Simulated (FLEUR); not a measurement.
# AgRh (P-6m2) in FLEUR: notebook

One crystal, AgRh, is run at these levels: PBE; tasks: single point.

All numbers are computed with FLEUR MaX-R8.1 (later development tree); they aren't measurements. Logs are shortened: lines on timing, memory, paths and dates and some standing lists are left out, and cuts for length are marked.

### 1 The structure

Symmetry: P-6m2, No. 187, hexagonal system. Conventional cell: a = 2.778 Å, b = 2.778 Å, c = 4.809 Å, α = 90.00°, β = 90.00°, γ = 120.00°. Ag (site symmetry -6m2) is surrounded by 6 Ag at 2.78 Å and 6 Rh at 2.89 Å. Rh (site symmetry -6m2) has 6 Rh at 2.78 Å and 6 Ag at 2.89 Å as nearest neighbours.

The cell comes from a database or a generator and needn't be the stable form of this composition.

### 2 Single point, PBE

inp.xml

```xml
<?xml version="1.0" encoding="UTF-8" standalone="no"?>
<fleurInput fleurInputVersion="0.39">
   <comment>
      AgRh                                                                                                
   </comment>
   <calculationSetup>
      <cutoffs Kmax="4.15" Gmax="12.9" GmaxXC="12.9" numbands="0"/>
      <scfLoop itmax="60" minDistance="0.00001" maxIterBroyd="15" imix="Anderson" alpha="0.05" precondParam="0.0" spinf="2.0" sdNocoIR="T"/>
      <coreElectrons ctail="T" frcor="F" kcrel="0" coretail_lmax="0"/>
      <xcFunctional name="pbe" relativisticCorrections="F"/>
      <magnetism jspins="1"/>
      <soc l_soc="F" theta="0.0" phi="0.0" spav="F"/>
      <expertModes spex="0" secvar="F"/>
      <geometryOptimization l_f="T" forcealpha="1.0" forcemix="BFGS" epsdisp="0.0005" epsforce="0.0002"/>
      <ldaU l_linMix="F" mixParam="0.05" spinf="1.0"/>
   </calculationSetup>
   <cell>
      <bzIntegration valenceElectrons="36.0" mode="hist" fermiSmearingEnergy="0.00183747">
         <kPointListSelection listName="default-1"/>
         <!-- k-points included here -->
         <xi:include xmlns:xi="http://www.w3.org/2001/XInclude" href="kpts.xml"> </xi:include>
      </bzIntegration>
      <!-- symmetry operations included here -->
      <xi:include xmlns:xi="http://www.w3.org/2001/XInclude" href="sym.xml"> </xi:include>
      <bulkLattice scale="1.0">
         <bravaisMatrix>
            <row-1>    5.2488809845427440     0.0000000000000000     0.0000000000000000</row-1>
            <row-2>   -2.6244404922713720     4.5456642740953681     0.0000000000000000</row-2>
            <row-3>    0.0000000000000000     0.0000000000000000     9.0869408222038075</row-3>
         </bravaisMatrix>
      </bulkLattice>
   </cell>
   <atomSpecies>
      <species name="Silver (Ag)" element="Ag" atomicNumber="47">
         <mtSphere radius="2.36" gridPoints="803" logIncrement="0.016"/>
         <atomicCutoffs lmax="10" lnonsphr="10"/>
         <electronConfig flipSpins="F">
            <coreConfig>(1s1/2) (2s1/2) (2p1/2) (2p3/2) (3s1/2) (3p1/2) (3p3/2) (3d3/2) (3d5/2)</coreConfig>
            <valenceConfig>(4s1/2) (4p1/2) (4p3/2) (5s1/2) (4d3/2) (4d5/2)</valenceConfig>
            <stateOccupation state="(5s1/2)" spinUp="0.500000" spinDown="0.500000"/>
         </electronConfig>
         <energyParameters s="5" p="5" d="4" f="4"/>
         <lo type="SCLO" l="0" n="4" eDeriv="0"/>
         <lo type="SCLO" l="1" n="4" eDeriv="0"/>
         <lo type="SCLO" l="1" n="4" eDeriv="1"/>
         <lo type="SCLO" l="2" n="4" eDeriv="2"/>
         <lo type="SCLO" l="3" n="4" eDeriv="2"/>
      </species>
      <species name="Rhodium (Rh)" element="Rh" atomicNumber="45">
         <mtSphere radius="2.36" gridPoints="803" logIncrement="0.016"/>
         <atomicCutoffs lmax="10" lnonsphr="10"/>
         <electronConfig flipSpins="F">
            <coreConfig>(1s1/2) (2s1/2) (2p1/2) (2p3/2) (3s1/2) (3p1/2) (3p3/2) (3d3/2) (3d5/2)</coreConfig>
            <valenceConfig>(4s1/2) (4p1/2) (4p3/2) (5s1/2) (4d3/2) (4d5/2)</valenceConfig>
            <stateOccupation state="(5s1/2)" spinUp="0.500000" spinDown="0.500000"/>
            <stateOccupation state="(4d3/2)" spinUp="1.600000" spinDown="1.600000"/>
            <stateOccupation state="(4d5/2)" spinUp="2.400000" spinDown="2.400000"/>
         </electronConfig>
         <energyParameters s="5" p="5" d="4" f="4"/>
         <lo type="SCLO" l="0" n="4" eDeriv="0"/>
         <lo type="SCLO" l="1" n="4" eDeriv="0"/>
         <lo type="SCLO" l="1" n="4" eDeriv="1"/>
         <lo type="SCLO" l="2" n="4" eDeriv="2"/>
         <lo type="SCLO" l="3" n="4" eDeriv="2"/>
      </species>
   </atomSpecies>
   <atomGroups>
      <atomGroup species="Silver (Ag)">
         <relPos label="                   1">.0000000000 .0000000000 1.000/2.000</relPos>
         <force calculate="T" relaxXYZ="TTT"/>
      </atomGroup>
      <atomGroup species="Rhodium (Rh)">
         <relPos label="                   2">-1.000/3.000 1.000/3.000 .0000000000</relPos>
         <force calculate="T" relaxXYZ="TTT"/>
      </atomGroup>
   </atomGroups>
   <output dos="F" band="F" slice="F">
      <checks vchk="F" cdinf="F"/>
      <bandDOS minEnergy="-.5*Htr" maxEnergy="0.5*Htr" sigma="0.015" storeEVData="T"/>
      <vacuumDOS vacdos="F" integ="F" star="F" nstars="0" locx1="0.0" locy1="0.0" locx2="0.0" locy2="0.0" nstm="0" tworkf="0.0"/>
      <unfoldingBand unfoldBand="F" supercellX="1" supercellY="1" supercellZ="1"/>
      <plotting iplot="0" polar="F">
         <plot TwoD="T" vec1="  1.0  0.0  0.0" vec2="  0.0  1.0  0.0" vec3="  0.0  0.0  1.0" zero="  0.0  0.0  0.0" file="plot"/>
      </plotting>
      <chargeDensitySlicing numkpt="0" minEigenval="0.0" maxEigenval="0.0" nnne="0" pallst="F"/>
      <specialOutput eonly="F"/>
      <moessbauerParams electricFieldGradient="T" isomerShift="T" coreHyperfine="T" valenceHyperfine="T"/>
      <magneticCircularDichroism mcd="F" energyLo="-10.0" energyUp="0.0"/>
   </output>
  <!-- We include the file relax.xml here to enable relaxations (see documentation) -->
  <xi:include xmlns:xi="http://www.w3.org/2001/XInclude" href="relax.xml"> <xi:fallback/> </xi:include>
</fleurInput>
```

crystal.txt

```
AgRh
&input cartesian=F /
2.7775881998  0.0000000000  0.0000000000
-1.3887940999  2.4054619423  0.0000000000
0.0000000000  0.0000000000  4.8086020000
1.8897261246
1.0 1.0 1.0

2
47 0.0000000000  0.0000000000  0.5000000000
45 0.6666666667  0.3333333333  0.0000000000

&kpt div1=11 div2=11 div3=6 gamma=T /
```

Potentials or basis: all-electron, FLAPW.

Started as:

```console
> inpgen -f crystal.txt -profile fastHighL
> # inp.xml edited to the form shown
> fleur_MPI
```

Output:

```text
Welcome to FLEUR        (www.flapw.de)
      MaX-Release 8.1          (www.max-centre.eu)

 ========== k-point set info ==========
 Selected k-point list: default-1
 k-point list type: mesh
 11 x 11 x 6
 Number of k points: 64

 ------------Calculation Setup---------------------------
 Number of MPI-tasks      :            1
 Number of PE/node        :            1
 Number of OMP-threads    :            1
 Most efficient MPI parallelization for:
           1           2           4           8          16          32          64
 Additional eigenvalue parallelization possible
 Number of basis functions:          348
 Approximate size of matrices (H+S) per k-point:         0.004 GB
 --------------------------------------------------------
 Iteration:     1   Distance:      13.53740144 me/bohr^3
 Iteration:     2   Distance:      11.34633641 me/bohr^3
 Iteration:     3   Distance:       6.13642029 me/bohr^3
 Iteration:     4   Distance:       4.19910581 me/bohr^3
 Iteration:     5   Distance:       4.72518627 me/bohr^3
 Iteration:     6   Distance:       0.76118853 me/bohr^3
 Iteration:     7   Distance:       1.28943625 me/bohr^3
 Iteration:     8   Distance:       0.26849371 me/bohr^3
 Iteration:     9   Distance:       0.17687289 me/bohr^3
 Iteration:    10   Distance:       0.05419162 me/bohr^3
 Iteration:    11   Distance:       0.03912224 me/bohr^3
 Iteration:    12   Distance:       0.00964658 me/bohr^3
 Iteration:    13   Distance:       0.00101944 me/bohr^3
 Iteration:    14   Distance:       0.00067624 me/bohr^3
 Iteration:    15   Distance:       0.00008297 me/bohr^3
 Iteration:    16   Distance:       0.00006555 me/bohr^3
 Iteration:    17   Distance:       0.00004044 me/bohr^3
 Iteration:    18   Distance:       0.00001523 me/bohr^3
 Iteration:    19   Distance:       0.00000479 me/bohr^3

 ********************************************************************
 Run finished successfully
 Stop message:
   Structural relaxation: Done
 ********************************************************************
```

It took 4.5 min on 1 thread of Arm Neoverse N1, shared host; peak memory 0.08 GiB.

What came out:

- Free energy: -274904.6322 eV
- Band gap on the k mesh: none (metal or under the smearing width)
- Valence electrons inside the program's atomic spheres: Ag 17.44; Rh 15.25 (radii Ag 2.36, Rh 2.36 bohr)

Levels at points of the mesh, in eV from the Fermi level:
| k point | band 16 | band 17 | band 18 | band 19 | band 20 | band 21 |
| --- | --- | --- | --- | --- | --- | --- |
| (0.00, 0.00, 0.00) | -1.77 | -1.77 | 0.14 | 0.14 | 0.19 | 5.35 |
| (0.00, 0.00, 0.50) | -2.45 | -1.58 | -1.58 | 0.10 | 0.10 | 11.55 |

Core levels (eV from the Fermi level):
```csv
atom,levels
1 Ag,"1s1/2 -25312.4, 2s1/2 -3723.1, 2p1/2 -3459.5, 2p3/2 -3284.2, 3s1/2 -679.8, 3p1/2 -575.0, 3p3/2 -544.0, 3d3/2 -358.5, 3d5/2 -352.3"
2 Rh,"1s1/2 -23022.1, 2s1/2 -3333.2, 2p1/2 -3085.7, 2p3/2 -2941.1, 3s1/2 -592.0, 3p1/2 -495.2, 3p3/2 -470.3, 3d3/2 -298.9, 3d5/2 -294.0"
```

### 3 Single point, PBE (atoms moved at random, drawn with an rms of 0.05 Å)

Edit inp.xml of step 2 so:

```diff
@@ -68,3 +68,3 @@
       <atomGroup species="Silver (Ag)">
-         <relPos label="                   1">.0000000000 .0000000000 1.000/2.000</relPos>
+         <relPos label="                   1">-.0272880000 -.0047970000 -.4965510000</relPos>
          <force calculate="T" relaxXYZ="TTT"/>
@@ -72,3 +72,3 @@
       <atomGroup species="Rhodium (Rh)">
-         <relPos label="                   2">-1.000/3.000 1.000/3.000 .0000000000</relPos>
+         <relPos label="                   2">-.3286710000 .3145220000 -.0088590000</relPos>
          <force calculate="T" relaxXYZ="TTT"/>
```

Edit crystal.txt of step 2 so:

```diff
@@ -9,4 +9,4 @@
 2
-47 0.0000000000  0.0000000000  0.5000000000
-45 0.6666666667  0.3333333333  0.0000000000
+47 -0.0272880000  -0.0047970000  0.5034490000
+45 0.6713290000  0.3145220000  -0.0088590000
```

Potentials or basis: all-electron, FLAPW.

Started as:

```console
> inpgen -f crystal.txt -profile fastHighL
> # inp.xml edited to the form shown
> fleur_MPI
```

Output:

```text
Welcome to FLEUR        (www.flapw.de)
      MaX-Release 8.1          (www.max-centre.eu)

 ========== k-point set info ==========
 Selected k-point list: default-1
 k-point list type: mesh
 11 x 11 x 6
 Number of k points: 364

 ------------Calculation Setup---------------------------
 Number of MPI-tasks      :            1
 Number of PE/node        :            1
 Number of OMP-threads    :            1
 Most efficient MPI parallelization for:
           1           2           4           7          13          14          26          28          52          91         182         364
 Additional eigenvalue parallelization possible
 Number of basis functions:          348
 Approximate size of matrices (H+S) per k-point:         0.004 GB
 --------------------------------------------------------
 Iteration:     1   Distance:      13.60586497 me/bohr^3
 Iteration:     2   Distance:      11.39412189 me/bohr^3
 Iteration:     3   Distance:       6.18404065 me/bohr^3
 Iteration:     4   Distance:       4.20840535 me/bohr^3
 Iteration:     5   Distance:       4.84631012 me/bohr^3
 Iteration:     6   Distance:       0.71463502 me/bohr^3
 Iteration:     7   Distance:       1.28553588 me/bohr^3
 Iteration:     8   Distance:       0.27633005 me/bohr^3
 Iteration:     9   Distance:       0.17434048 me/bohr^3
 Iteration:    10   Distance:       0.05334652 me/bohr^3
 Iteration:    11   Distance:       0.06977742 me/bohr^3
 Iteration:    12   Distance:       0.02813063 me/bohr^3
 Iteration:    13   Distance:       0.00615629 me/bohr^3
 Iteration:    14   Distance:       0.00320189 me/bohr^3
 Iteration:    15   Distance:       0.00131467 me/bohr^3
 Iteration:    16   Distance:       0.00100675 me/bohr^3
 Iteration:    17   Distance:       0.00057701 me/bohr^3
 Iteration:    18   Distance:       0.00024312 me/bohr^3
 Iteration:    19   Distance:       0.00021295 me/bohr^3
 Iteration:    20   Distance:       0.00007554 me/bohr^3
 Iteration:    21   Distance:       0.00001709 me/bohr^3
 Iteration:    22   Distance:       0.00001455 me/bohr^3
 Iteration:    23   Distance:       0.00000445 me/bohr^3
 Reset of history

 ********************************************************************
 Run finished successfully
 Stop message:
   Structural relaxation: new displacements generated
 ********************************************************************
```

out.xml (last iteration):

```text
<iteration numberForCurrentRun="   24" overallNumber="   24">
         <energyParameters units="Htr">
            <atomicEP atomType="1" spin="1" branch="5s" branchLowest="-2.97" branchHighest="1.94" value="0.2762143327"/>
            <atomicEP atomType="1" spin="1" branch="5p" branchLowest="-1.61" branchHighest="2.67" value="0.4180760295"/>
            <atomicEP atomType="1" spin="1" branch="4d" branchLowest="-12.65" branchHighest="0.43" value="0.2444142639"/>
[... 133 lines left out ...]
         <totalForcesOnRepresentativeAtoms units="Htr/bohr">
            <forceTotal atomType="1" x="-0.130642" y="-0.021806" z="-4.512130" F_x="0.00215305" F_y="-0.00091385" F_z="-0.00809020"/>
            <forceTotal atomType="2" x="-2.550599" y="1.429711" z="-0.080501" F_x="-0.00215260" F_y="0.00091365" F_z="0.00809052"/>
         </totalForcesOnRepresentativeAtoms>
      </iteration>
```

It took 63 min on 1 thread of Arm Neoverse N1, shared host; peak memory 0.25 GiB.

What came out:

```
Free energy                                           : -274904.6135 eV
Largest force                                         : 0.433 eV/Å
Band gap on the k mesh                                : none (metal or under the smearing width)
Valence electrons inside the program's atomic spheres : Ag 17.44; Rh 15.25 (radii Ag 2.36, Rh 2.36 bohr)
```

Forces on the atoms (eV/Å):
```
Ag   0.111 -0.047 -0.416
Rh  -0.111  0.047  0.416
```

Levels at points of the mesh, in eV from the Fermi level:
| k point | band 14 | band 15 | band 16 | band 17 | band 18 | band 19 | band 20 | band 21 | band 22 | band 23 |
| --- | --- | --- | --- | --- | --- | --- | --- | --- | --- | --- |
| (0.00, 0.00, 0.00) | -3.12 | -3.01 | -1.77 | -1.75 | 0.10 | 0.17 | 0.20 | 5.34 | 16.51 | 17.15 |
| (0.00, 0.00, 0.50) | -3.15 | -3.15 | -2.43 | -1.61 | -1.55 | 0.07 | 0.13 | 11.40 | 12.68 | 16.73 |

Core levels (eV from the Fermi level):
```csv
atom,levels
1 Ag,"1s1/2 -25312.4, 2s1/2 -3723.1, 2p1/2 -3459.5, 2p3/2 -3284.2, 3s1/2 -679.8, 3p1/2 -575.0, 3p3/2 -544.0, 3d3/2 -358.5, 3d5/2 -352.3"
2 Rh,"1s1/2 -23022.1, 2s1/2 -3333.2, 2p1/2 -3085.7, 2p3/2 -2941.1, 3s1/2 -592.0, 3p1/2 -495.2, 3p3/2 -470.3, 3d3/2 -298.9, 3d5/2 -294.0"
```
